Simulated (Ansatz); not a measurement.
**AlH₂ISe (SMILES [SeH][AlH][I]): single points off equilibrium**

The atoms stand at a structure displaced at random from a GFN2-xTB minimum. How far do the functionals agree with CCSD(T) there?

Computed with Ansatz 0.2.0, Gaussian basis. Level: single points in def2-TZVPP.

Cores are frozen in the correlated methods. Filled d shells of the heavier atoms are correlated. Core potentials replace the inner electrons past krypton, and spin-orbit coupling is left out. B3LYP uses VWN-RPA correlation.

## Step 1: The starting structure

SMILES `[SeH][AlH][I]`, 5 atoms, charge 0, spin multiplicity 1.

Atoms are counted from 1 here; the program's logs count them from 0.

Bond lengths: Se1–Al2 2.292 Å, Se1–H4 1.382 Å, Al2–I3 2.568 Å, Al2–H5 1.686 Å. Angles: Al2–Se1–H4 85.5°, Se1–Al2–I3 132.5°, Se1–Al2–H5 99.7°, I3–Al2–H5 127.6°.

Coordinates:

```tsv
atom	x (Å)	y (Å)	z (Å)
Se1	-1.8313	-0.2952	-0.1715
Al2	0.3631	0.1232	0.3410
I3	2.4781	-1.3280	0.2261
H4	-1.4144	-0.2709	-1.4886
H5	0.2172	1.6812	0.9674
```

## Step 2: CCSD(T)/def2-TZVPP

File run/in.yaml:

```yaml
crystal:
  periodic: [false, false, false]
  atoms:
    - {symbol: Se, position_ang: [-1.831300, -0.295200, -0.171500]}
    - {symbol: Al, position_ang: [0.363100, 0.123200, 0.341000]}
    - {symbol: I, position_ang: [2.478100, -1.328000, 0.226100]}
    - {symbol: H, position_ang: [-1.414400, -0.270900, -1.488600]}
    - {symbol: H, position_ang: [0.217200, 1.681200, 0.967400]}
basis:
  gaussian: {orbitals: def2-TZVPP}
correlation: {method: ccsd_t}
output: {forces: true}
```

Started as:

```
ansatz run in.yaml --threads 4 --pin off --events-out ev --progress --plain --max-ram 5222MiB
```

## Step 3: PBE0-D4/def2-TZVPP

run/in.yaml, as its differences from that of step 2:

```diff
@@ -10,3 +10,3 @@
   gaussian: {orbitals: def2-TZVPP}
-correlation: {method: ccsd_t}
-output: {forces: true}
+hamiltonian: {xc: pbe0, dispersion: d4}
+output: {forces: true, orbitals: {seedname: orbitals}}
```

## Step 4: wB97M-V/def2-TZVPP

run/in.yaml, as its differences from that of step 3:

```diff
@@ -10,3 +10,3 @@
   gaussian: {orbitals: def2-TZVPP}
-hamiltonian: {xc: pbe0, dispersion: d4}
-output: {forces: true, orbitals: {seedname: orbitals}}
+hamiltonian: {xc: {name: wB97M-V}}
+output: {forces: true}
```

## Step 5: r2SCAN-D4/def2-TZVPP

run/in.yaml, as its differences from that of step 4:

```diff
@@ -10,3 +10,3 @@
   gaussian: {orbitals: def2-TZVPP}
-hamiltonian: {xc: {name: wB97M-V}}
+hamiltonian: {xc: r2scan, dispersion: d4}
 output: {forces: true}
```

## Step 6: PBE-D4/def2-TZVPP

run/in.yaml, as its differences from that of step 5:

```diff
@@ -10,3 +10,3 @@
   gaussian: {orbitals: def2-TZVPP}
-hamiltonian: {xc: r2scan, dispersion: d4}
+hamiltonian: {xc: pbe, dispersion: d4}
 output: {forces: true}
```

## Step 7: B3LYP-D4/def2-TZVPP

run/in.yaml, as its differences from that of step 6:

```diff
@@ -10,3 +10,3 @@
   gaussian: {orbitals: def2-TZVPP}
-hamiltonian: {xc: pbe, dispersion: d4}
+hamiltonian: {xc: {name: B3LYP}, dispersion: d4}
 output: {forces: true}
```

## Step 8: revPBE-D4/def2-TZVPP

run/in.yaml, as its differences from that of step 7:

```diff
@@ -10,3 +10,3 @@
   gaussian: {orbitals: def2-TZVPP}
-hamiltonian: {xc: {name: B3LYP}, dispersion: d4}
+hamiltonian: {xc: {name: revPBE}, dispersion: d4}
 output: {forces: true}
```

(Steps that only read results are left out.)

**Question.** What will these runs give? Wanted: energy less free atoms, CCSD(T)/def2-TZVPP; RMS force component; RMS force error; HOMO and LUMO, PBE0-D4; T1 diagnostic.

The runs gave:

| quantity | value |
| --- | --- |
| energy less free atoms, CCSD(T)/def2-TZVPP | -1148.9 kJ/mol |
| RMS force component | 1.027 to 1.109 eV/Å over the methods |
| RMS force error | PBE0-D4 0.055, wB97M-V 0.054, r2SCAN-D4 0.048, PBE-D4 0.168, B3LYP-D4 0.084, revPBE-D4 0.194 eV/Å |
| HOMO and LUMO, PBE0-D4 | -7.20 and -2.09 eV |
| T1 diagnostic | 0.009 |

In words: Against CCSD(T) the functionals' energies less atoms differ by -42.6 to +1.9 kJ/mol, PBE-D4 by -29.0 kJ/mol. The reference is not at the basis limit: in triple zeta CCSD(T) underbinds, which counts against methods that bind more; the gaps are no ranking. The forces of r2SCAN-D4 come nearest to CCSD(T), those of revPBE-D4 are farthest. Frozen-core CCSD(T) forces in triple zeta carry basis errors of their own, and this is one geometry, so small gaps rank nothing.
